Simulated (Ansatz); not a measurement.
# BH3NOSi: the cost of one run

Program: Ansatz 0.2.0. Level of theory: UKS BHLYP-D4/6-31G. These are calculated values, not measurements.

## (1) Starting point

Bond lengths: B1–Si2 1.944 Å, Si2–N3 1.617 Å, Si2–O4 1.639 Å, B1–H5 1.168 Å, B1–H6 1.167 Å, O4–H7 0.954 Å. Angles: B1–Si2–N3 132.5°, B1–Si2–O4 105.0°, N3–Si2–O4 122.4°, Si2–B1–H5 122.5°, Si2–B1–H6 118.9°, H5–B1–H6 118.6°, Si2–O4–H7 121.3°.

As a file:

```xyz
7

B    -0.9706    0.9876   -0.0287
Si    0.4641   -0.2436    0.4225
N     1.3698   -0.4283    1.7496
O     0.6493   -1.1852   -0.9062
H    -1.4952    0.9850   -1.0726
H    -1.3200    1.7641    0.7698
H     1.3026   -1.8795   -0.9345
```

## (2) Relaxing end A

Input file input.yaml:

```yaml
crystal:
  periodic: [false, false, false]
  atoms:
    - { symbol: B, position_ang: [-0.97059, 0.98757, -0.0287] }
    - { symbol: Si, position_ang: [0.46407, -0.2436, 0.42247] }
    - { symbol: "N", position_ang: [1.36977, -0.42833, 1.74965] }
    - { symbol: O, position_ang: [0.64935, -1.18521, -0.9062] }
    - { symbol: H, position_ang: [-1.49521, 0.98503, -1.07257] }
    - { symbol: H, position_ang: [-1.31996, 1.76407, 0.76983] }
    - { symbol: H, position_ang: [1.30257, -1.87953, -0.93447] }
magnetization:
  spin_polarized: true
  initial_magnetization: 1
basis:
  gaussian: { orbitals: "6-31G" }
hamiltonian:
  xc: { name: BHLYP }
  dispersion: d4
relax:
  f_tol: 0.015
  max_steps: 40
```

Run with:

```bash
> ansatz run input.yaml --threads 1 --pin off --max-ram 2048MiB --backend cpu --events-out ev --progress --plain --runs-dir out
```

**Question.** How long does this run take on 1 thread of Arm Neoverse V2, shared host, and how much memory does it need?

About 23 s, with a peak of 0.16 GiB.
